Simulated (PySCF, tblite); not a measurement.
# C7H11 radical: geometry, infrared bands and EPR parameters

Aim: predict the infrared bands and EPR parameters of C7H11 radical (`[CH2]C1(C2CC2)CC1`).

Programs: tblite 0.8.0 and PySCF 2.14.0, with density-fitted response routines of our own. Each step states its level of theory. These are calculated values for one molecule in the gas phase, unless marked as measured. Atoms are numbered from 0 throughout.

## 1. Starting geometry

18 atoms, charge 0, multiplicity 2; geometry from: force field or distance geometry start.

Bonds of the start (Å): C0–C1 1.46, C1–C2 1.56, C2–C3 1.52, C3–C4 1.51, C1–C5 1.52, C5–C6 1.50, C6–C1 1.51, C4–C2 1.50, C0–H7 1.09, C0–H8 1.09, C2–H9 1.09, C3–H10 1.07, C3–H11 1.08, C4–H12 1.08, C4–H13 1.09, C5–H14 1.08, C5–H15 1.09, C6–H16 1.08, C6–H17 1.08.

## 2. Optimising the geometry with GFN2-xTB

The job: settings as JSON, then the geometry in Å.

```
{"job": {"kind": "relax", "xc": "GFN2-xTB", "basis": "xTB"}, "charge": 0, "multiplicity": 2}
C     -1.250300     1.281100     1.118000
C     -0.670400     0.149100     0.401100
C      0.821700    -0.090800     0.782900
C      1.929100     0.686100     0.100300
C      1.815700    -0.804300    -0.085600
C     -1.590800    -1.035700     0.161000
C     -1.233200    -0.118100    -0.973700
H     -1.147600     2.289900     0.722200
H     -1.743800     1.135700     2.075500
H      0.949300    -0.266900     1.852800
H      1.674400     1.323200    -0.725400
H      2.727900     1.048100     0.736800
H      2.540000    -1.438000     0.406500
H      1.516200    -1.160500    -1.070900
H     -1.154500    -2.019800     0.167200
H     -2.602000    -1.000700     0.559100
H     -2.010200     0.534900    -1.349100
H     -0.580300    -0.507100    -1.743700
```

Started as:

```
$ OMP_NUM_THREADS=1 python probes_run.py task.json out
```

The driver reads the jobs from task.json and runs them one after another.

Standard output:

```text
step      E/eV     max force
  0    -556.68080    0.845
  1    -556.71059    0.414
  2    -556.72429    0.324
  3    -556.73520    0.185
  4    -556.73980    0.169
  5    -556.74410    0.182
  6    -556.74825    0.163
  7    -556.75122    0.093
  8    -556.75278    0.074
  9    -556.75390    0.069
 10    -556.75530    0.096
 11    -556.75729    0.127
 12    -556.75973    0.121
 13    -556.76192    0.090
 14    -556.76344    0.095
 15    -556.76457    0.081
 16    -556.76559    0.097
 17    -556.76647    0.077
 18    -556.76718    0.058
 19    -556.76780    0.054
 20    -556.76844    0.073
 21    -556.76902    0.069
 22    -556.76940    0.045
 23    -556.76961    0.048
 24    -556.76980    0.048
 25    -556.77013    0.072
 26    -556.77069    0.090
 27    -556.77154    0.083
 28    -556.77262    0.096
 29    -556.77404    0.128
 30    -556.77618    0.162
 31    -556.77970    0.240
 32    -556.78571    0.291
 33    -556.79520    0.358
 34    -556.77600    1.123
 35    -556.81901    0.389
 36    -556.83749    0.305
 37    -556.84136    1.193
 38    -556.87527    0.334
 39    -556.88938    0.787
 40    -556.91878    0.823
 41    -556.94011    0.546
 42    -556.94936    0.226
 43    -556.95692    0.532
 44    -556.96544    0.314
 45    -556.98675    0.235
 46    -556.99797    0.263
 47    -557.00150    0.227
 48    -557.00445    0.408
 49    -557.01005    0.179
 50    -557.01507    0.120
 51    -557.01907    0.161
 52    -557.02315    0.248
 53    -557.02673    0.271
 54    -557.03001    0.155
 55    -557.03136    0.074
 56    -557.03195    0.048
 57    -557.03239    0.074
 58    -557.03280    0.055
 59    -557.03322    0.050
 60    -557.03348    0.049
 61    -557.03371    0.030
 62    -557.03385    0.025
 63    -557.03398    0.026
 64    -557.03412    0.031
 65    -557.03424    0.026
 66    -557.03432    0.023
 67    -557.03438    0.019
 68    -557.03445    0.021
 69    -557.03452    0.021
 70    -557.03459    0.021
 71    -557.03466    0.024
 72    -557.03472    0.025
 73    -557.03477    0.024
 74    -557.03483    0.020
 75    -557.03490    0.018
 76    -557.03498    0.023
 77    -557.03505    0.022
 78    -557.03510    0.015
 79    -557.03514    0.014
 80    -557.03518    0.016
 81    -557.03523    0.018
 82    -557.03528    0.016
 83    -557.03532    0.017
 84    -557.03535    0.015
 85    -557.03537    0.017
 86    -557.03540    0.017
 87    -557.03543    0.014
 88    -557.03546    0.012
 89    -557.03549    0.014
 90    -557.03553    0.017
 91    -557.03558    0.017
 92    -557.03564    0.019
 93    -557.03569    0.018
 94    -557.03573    0.018
 95    -557.03577    0.019
 96    -557.03581    0.020
 97    -557.03587    0.018
 98    -557.03593    0.016
 99    -557.03598    0.016
100    -557.03602    0.014
101    -557.03606    0.014
102    -557.03609    0.015
103    -557.03612    0.012
104    -557.03614    0.012
105    -557.03616    0.010
106    -557.03618    0.012
107    -557.03621    0.013
108    -557.03624    0.013
109    -557.03627    0.013
110    -557.03631    0.013
111    -557.03635    0.015
112    -557.03637    0.011
113    -557.03639    0.011
114    -557.03641    0.011
115    -557.03643    0.013
116    -557.03645    0.013
117    -557.03646    0.008
```

Wall time 0.66 s (1 thread of Arm Neoverse V1, shared host).

The steps of the relaxation: (not every step is listed)

| step | energy from step 0 (eV) | largest force (eV/Å) |
| --- | --- | --- |
| 0 | 0.0000 | 0.8448 |
| 1 | -0.0298 | 0.4136 |
| 2 | -0.0435 | 0.3237 |
| 3 | -0.0544 | 0.1845 |
| 4 | -0.0590 | 0.1686 |
| 5 | -0.0633 | 0.1821 |
| 6 | -0.0675 | 0.1633 |
| 7 | -0.0704 | 0.0934 |
| 8 | -0.0720 | 0.0740 |
| 18 | -0.0864 | 0.0579 |
| 28 | -0.0918 | 0.0964 |
| 38 | -0.1945 | 0.3343 |
| 48 | -0.3237 | 0.4083 |
| 58 | -0.3520 | 0.0552 |
| 68 | -0.3537 | 0.0210 |
| 78 | -0.3543 | 0.0154 |
| 88 | -0.3547 | 0.0120 |
| 98 | -0.3551 | 0.0158 |
| 108 | -0.3554 | 0.0130 |
| 112 | -0.3556 | 0.0114 |
| 113 | -0.3556 | 0.0110 |
| 114 | -0.3556 | 0.0115 |
| 115 | -0.3556 | 0.0125 |
| 116 | -0.3556 | 0.0125 |
| 117 | -0.3557 | 0.0083 |

Distances of close pairs at the start and the end, largest changes first:

| bond | before (Å) | after (Å) | change (Å) |
| --- | --- | --- | --- |
| C1–C2 | 1.559 | 1.502 | -0.056 |
| C0–C1 | 1.460 | 1.437 | -0.023 |
| C1–C6 | 1.509 | 1.528 | +0.019 |
| C0–H7 | 1.089 | 1.072 | -0.017 |
| C5–C6 | 1.502 | 1.486 | -0.017 |
| C1–C5 | 1.519 | 1.535 | +0.016 |
| C0–H8 | 1.087 | 1.073 | -0.014 |
| C2–C3 | 1.515 | 1.502 | -0.013 |

The final coordinates are the input of the step that follows.

## 3. Vibrational analysis with GFN2-xTB

The job: settings as JSON, then the geometry in Å.

```
{"job": {"kind": "ir", "xc": "GFN2-xTB", "basis": "xTB"}, "charge": 0, "multiplicity": 2}
C     -1.283221     1.239921     1.244378
C     -0.648220     0.198923     0.484108
C      0.814442     0.019204     0.776861
C      1.861088     0.641441    -0.102350
C      1.717128    -0.848081    -0.047127
C     -1.466719    -1.056564     0.150750
C     -1.172471    -0.075077    -0.925252
H     -0.724777     1.825174     1.947119
H     -2.326911     1.450897     1.115360
H      1.017540     0.032007     1.842286
H      1.527099     1.149387    -0.994404
H      2.723373     1.097399     0.359802
H      2.476323    -1.417085     0.468674
H      1.318266    -1.358863    -0.909735
H     -0.933507    -1.994823     0.153039
H     -2.471676    -1.113689     0.539059
H     -1.975940     0.554584    -1.276174
H     -0.460577    -0.338436    -1.691367
```

Standard output:

```text
mode    cm-1     km/mol
  1      78.4      0.14
  2     208.6      0.18
  3     244.7      0.12
  4     263.4      1.87
  5     309.5      0.63
  6     363.4      0.87
  7     455.4      0.03
  8     477.5     22.19
  9     516.8     15.82
 10     697.6      1.44
 11     797.7      0.52
 12     803.2      0.88
 13     814.3      2.87
 14     864.0      1.70
 15     894.3      1.50
 16     904.7      0.43
 17     925.4      2.09
 18     988.0      3.04
 19    1015.1      1.37
 20    1036.4      3.96
 21    1042.4      2.90
 22    1048.4     12.10
 23    1070.8      0.41
 24    1081.0      0.27
 25    1107.1      0.07
 26    1140.1      8.53
 27    1149.3      0.24
 28    1157.2      0.01
 29    1252.8      1.94
 30    1280.0      2.49
 31    1323.2      4.04
 32    1398.6      0.31
 33    1419.0      0.14
 34    1426.2      0.06
 35    1444.4      0.25
 36    1469.3      1.87
 37    1499.0      0.30
 38    3030.0     27.53
 39    3085.7     18.94
 40    3086.1      2.97
 41    3089.0     28.01
 42    3090.3     27.67
 43    3092.6      3.03
 44    3093.0     18.45
 45    3107.4     80.72
 46    3111.7     35.70
 47    3138.3     29.13
 48    3180.7     40.90
```

Run time: 0.5 s. Hardware: 1 thread of Arm Neoverse V1, shared host.

Which atoms move in the most intense modes:

| cm⁻¹ | km/mol | atoms |
| --- | --- | --- |
| 478 | 22.2 | H8 38 %, H7 13 %, C1 10 % |
| 3030 | 27.5 | H9 91 % |
| 3089 | 28.0 | H11 50 %, H10 31 % |
| 3090 | 27.7 | H16 51 %, H17 28 % |
| 3107 | 80.7 | H10 25 %, H13 22 %, H11 19 %, H12 11 % |
| 3112 | 35.7 | H15 27 %, H17 21 %, H14 16 %, H16 14 % |
| 3138 | 29.1 | H8 62 %, H7 34 % |
| 3181 | 40.9 | H7 59 %, H8 31 %, C0 10 % |

## 4. EPR parameters: B3LYP/pcH-1

The job, as its differences from that of step 3:

```diff
@@ -1,2 +1,2 @@
-{"job": {"kind": "ir", "xc": "GFN2-xTB", "basis": "xTB"}, "charge": 0, "multiplicity": 2}
+{"job": {"kind": "epr", "basis": "pcH-1"}, "charge": 0, "multiplicity": 2}
 C     -1.283221     1.239921     1.244378
```

Method: UKS B3LYP, pcH-1 on C H, non-relativistic, mean-field spin-orbit, GIAO.

Standard output:

```text
UKS, coarse grid
  cycle   1  E = -273.20937974  |g| = 3.19e-01
  cycle   2  E = -273.19817868  |g| = 3.63e-01
  cycle   3  E = -273.26707243  |g| = 3.73e-02
  cycle   4  E = -273.26750796  |g| = 2.41e-02
  cycle   5  E = -273.26778711  |g| = 5.98e-03
  cycle   6  E = -273.26780719  |g| = 2.07e-03
  cycle   7  E = -273.26781033  |g| = 1.19e-03
  cycle   8  E = -273.26781144  |g| = 2.15e-04
UKS, final grid
  cycle   1  E = -273.26788159  |g| = 2.74e-04
  cycle   2  E = -273.26788155  |g| = 3.92e-04
  cycle   3  E = -273.26788163  |g| = 2.92e-05
  cycle   4  E = -273.26788163  |g| = 1.18e-05
E = -273.26788163 Eh   <S^2> = 0.7545 (exact 0.7500)
g shifts (ppm)      1          2          3
  rmc          -145       -145       -145
  gc             24         33         24
  oz_so         -19        554        744
  total        -141        442        622
hyperfine (MHz)  atom isotope    a_iso     a_fc   dipolar eigenvalues
    0   13C      78.72      78.72    -76.01    -75.12    151.12
    1   13C     -38.25     -38.25     -1.87     -1.15      3.02
    2   13C       0.53       0.53     -0.75     -0.66      1.40
    3   13C      -2.18      -2.18     -0.28     -0.11      0.39
    4   13C      -0.73      -0.73     -0.33     -0.13      0.46
    5   13C      56.14      56.14     -9.79     -9.72     19.51
    6   13C      51.33      51.33     -8.80     -8.72     17.52
    7    1H     -61.11     -61.11    -37.37      0.74     36.63
    8    1H     -58.16     -58.16    -36.22     -0.05     36.27
    9    1H      -1.87      -1.87     -2.99     -2.87      5.86
   10    1H       0.24       0.24     -1.84     -1.20      3.04
   11    1H       0.98       0.98     -0.96     -0.91      1.87
   12    1H      -0.03      -0.03     -0.75     -0.67      1.42
   13    1H       0.11       0.11     -1.11     -1.08      2.19
   14    1H       9.65       9.65     -5.19     -1.74      6.93
   15    1H      -6.41      -6.41     -6.44     -1.22      7.66
   16    1H      -6.01      -6.01     -6.08     -1.29      7.37
   17    1H      12.26      12.26     -4.77     -1.70      6.47
```

Wall time 70 s (1 thread of Arm Neoverse V1, shared host); peak memory 1 GiB.

Principal g values 2.00218, 2.00276, 2.00294; g(iso) = 2.00263, against 2.00232 for a free electron.

Hyperfine couplings; where a row names several nuclei, a(iso) is their mean (it holds for fast rotation or exchange) and the dipolar term the largest among them:

| nuclei | isotope | a(iso) (MHz) | a(iso) (G, at g = 2.0023) | largest dipolar term (MHz) |
| --- | --- | --- | --- | --- |
| C0 | 13C | 78.7 | 28.1 | 151.1 |
| H7, H8 | 1H | -59.6 | -21.3 | -37.4 |
| C5, C6 | 13C | 53.7 | 19.2 | 19.5 |
| C1 | 13C | -38.3 | -13.7 | 3.0 |
| H14, H17 | 1H | 11.0 | 3.9 | 6.9 |
| H15, H16 | 1H | -6.2 | -2.2 | 7.7 |
| H9 | 1H | -1.9 | -0.7 | 5.9 |
| C3, C4 | 13C | -1.5 | -0.5 | 0.5 |
| C2 | 13C | 0.5 | 0.2 | 1.4 |
| H11, H12 | 1H | 0.5 | 0.2 | 1.9 |
| H10, H13 | 1H | 0.2 | 0.1 | 3.0 |

Mulliken spin populations:

C0 1.02; C1 -0.10; C2 0.00; C3 0.00; C4 0.00; C5 0.09; C6 0.08; H7 -0.04; H8 -0.05; H9 0.00; H10 0.00; H11 0.00; H12 0.00; H13 0.00; H14 0.00; H15 0.00; H16 0.00; H17 0.01

In first order the couplings over 0.8 MHz of 1H give 54 distinct lines over 55.5 G, if the averaged nuclei exchange fast.

Orbitals, density, ELF and potential are computed afterwards from the orbital file.

ELF in a plane through or near 6 of the atoms.

Ten even steps from ' ' (0.00) to '@' (1.00):
```
                                                        
                                                        
                                                        
                            ==##%%**::                  
                          ..@@@@@@@@##..                
            ..              %%@@@@@@##::::--..          
        --##%%**::  ....    --##@@++==##@@@@%%++        
        ++%%@@%%==::--++--..  --==++--@@@@@@@@##        
        ..--****--==##++++**++**@@##++##%%@@**--        
            ..::==++**..::%%++==::++::                  
          ..--++**++##****##**::++++::....              
        ..--**##::==::++::  ..--**====**##**--          
          ..--==##@@@@%%..  ..--**==**####**--..        
            ..::%%@@@@@@    ..--****++==--::..          
              ..##@@@@##      ..::::::..                
                --****::                                
                                                        
                                                        
                                                        
                                                        
```
The map spans 10.4 Å across and 10.1 Å up, centred on the molecule. Atoms in the plane (x, y in Å): C0 (1.4, 1.5), C1 (0.7, 0.3), C4 (-1.8, -0.6), H7 (1.0, 2.4), H8 (2.5, 1.5), H13 (-1.5, -1.6).

log10 of the density (e/Å³) in the same plane.

Ten even steps from '0' (-4.0) to '9' (1.9):
```
0000000000000000000000000000
0000000000000000000000000000
0000000000000011211100000000
0000000000001233333221000000
0000011111122345555432210000
0000122333333356766544321000
0001334444444456776655432000
0012345555555556798765432100
0012345556676666776655432000
0012345566677779765544321000
0012345667766667766544321000
0012345679765556676654331000
0012345567664455676654331000
0001234456654445666544321000
0000123345543344444433210000
0000012233332233333322100000
0000000111111112222110000000
0000000000000000000000000000
0000000000000000000000000000
0000000000000000000000000000
```
The map spans 10.4 Å across and 10.1 Å up, centred on the molecule. Atoms in the plane (x, y in Å): C0 (1.4, 1.5), C1 (0.7, 0.3), C4 (-1.8, -0.6), H7 (1.0, 2.4), H8 (2.5, 1.5), H13 (-1.5, -1.6).

On the surface of density 0.002 e/bohr³ the electrostatic potential runs, from the 1st to the 99th percentile, from -0.62 V near C0 to 0.75 V near H17.

The spin density lies nearest to C0 60 %; H8 10 %; H7 7 %; C5, C6 about 6 % each.

## 5. Summary of results

```
                                 quantity                 value
strongest single infrared mode (GFN2-xTB)  3107 cm⁻¹, 81 km/mol
             zero-point energy (GFN2-xTB)         97.3 kcal/mol
                           g(iso) (B3LYP)               2.00263
                                     ⟨S²⟩    0.754 (exact 0.75)
       largest a(iso) (averaged by class)   13C on C0, 78.7 MHz
    surface potential, 1st and 99th percentile    -0.62 V and 0.75 V
```

What this shows: Relaxing lowered the energy by 0.356 eV in 117 steps; the close pair that moved most is C1–C2, from 1.559 to 1.502 Å. No mode is imaginary among the 48: a minimum at this level. The strongest single mode, at 3107 cm⁻¹, is carried by H10, H13, H11, H12. GFN2-xTB is a fitted tight-binding method: band positions and strengths are rough. Its intensities can rank the bands wrongly. Most of the unpaired spin sits on C0 (1.02 e). The isotropic g lies 0.3 ppt above the free-electron value.
